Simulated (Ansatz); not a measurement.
# AlBrH₂N− (SMILES [NH-][AlH][Br]): functionals against CCSD(T) at one geometry

An exercise on one series of results from a longer session: the logs are not shown, and one member is left open.

Program: Ansatz 0.2.0, Gaussian basis. Level of theory: single points in def2-TZVPPD. These are calculated values, not measurements.

Correlated methods freeze the cores. Filled d shells of the heavier atoms are correlated.

### Where the work starts

5 atoms, charge -1, spin multiplicity 1.

Atoms are counted from 1 here; the program's logs count them from 0.

Bond lengths: N1–Al2 1.940 Å, N1–H4 1.086 Å, Al2–Br3 2.284 Å, Al2–H5 1.571 Å. Angles: Al2–N1–H4 101.8°, N1–Al2–Br3 115.5°, N1–Al2–H5 139.6°, Br3–Al2–H5 104.9°.

Geometry (Å):

```xyz
5

N    -1.2602   -0.6116   -0.6211
Al    0.3187    0.1699    0.1917
Br    2.1531   -1.1878    0.2778
H    -1.9914    0.1810   -0.4942
H     0.7941    1.5308    0.8165
```

Set-up of the first run:

The input, run/in.yaml:

```yaml
crystal:
  periodic: [false, false, false]
  atoms:
    - {symbol: N, position_ang: [-1.260200, -0.611600, -0.621100]}
    - {symbol: Al, position_ang: [0.318700, 0.169900, 0.191700]}
    - {symbol: Br, position_ang: [2.153100, -1.187800, 0.277800]}
    - {symbol: H, position_ang: [-1.991400, 0.181000, -0.494200]}
    - {symbol: H, position_ang: [0.794100, 1.530800, 0.816500]}
basis:
  gaussian: {orbitals: "def2-TZVPPD.json"}
total_charge: -1
correlation: {method: ccsd_t}
output: {forces: true}
```

The basis file named in the input lies beside it (Basis Set Exchange, JSON).

The command line of these runs was not kept.

Steps of the session up to this table: CCSD(T)/def2-TZVPPD; PBE0-D4/def2-TZVPPD; wB97M-V/def2-TZVPPD; r2SCAN-D4/def2-TZVPPD; PBE-D4/def2-TZVPPD; BHLYP-D4/def2-TZVPPD; revPBE-D4/def2-TZVPPD.

One table of the session follows, with a row left open; its other results are not shown here.

| method | RMS force component (eV/Å) | angle to CCSD(T) forces (°) |
| --- | --- | --- |
| CCSD(T) | 1.404 | reference |
| PBE0-D4 | ? | ? |
| wB97M-V | 1.574 | 2.9 |
| r2SCAN-D4 | 1.474 | 1.6 |
| PBE-D4 | 1.359 | 4.0 |
| BHLYP-D4 | 1.705 | 5.4 |
| revPBE-D4 | 1.342 | 5.3 |

**Question.** Estimate the row for PBE0-D4.

The run gave: RMS force component (eV/Å): 1.539; angle to CCSD(T) forces (°): 2.1. In the column «RMS force component (eV/Å)» it lies between r2SCAN-D4 (1.474) and wB97M-V (1.574).
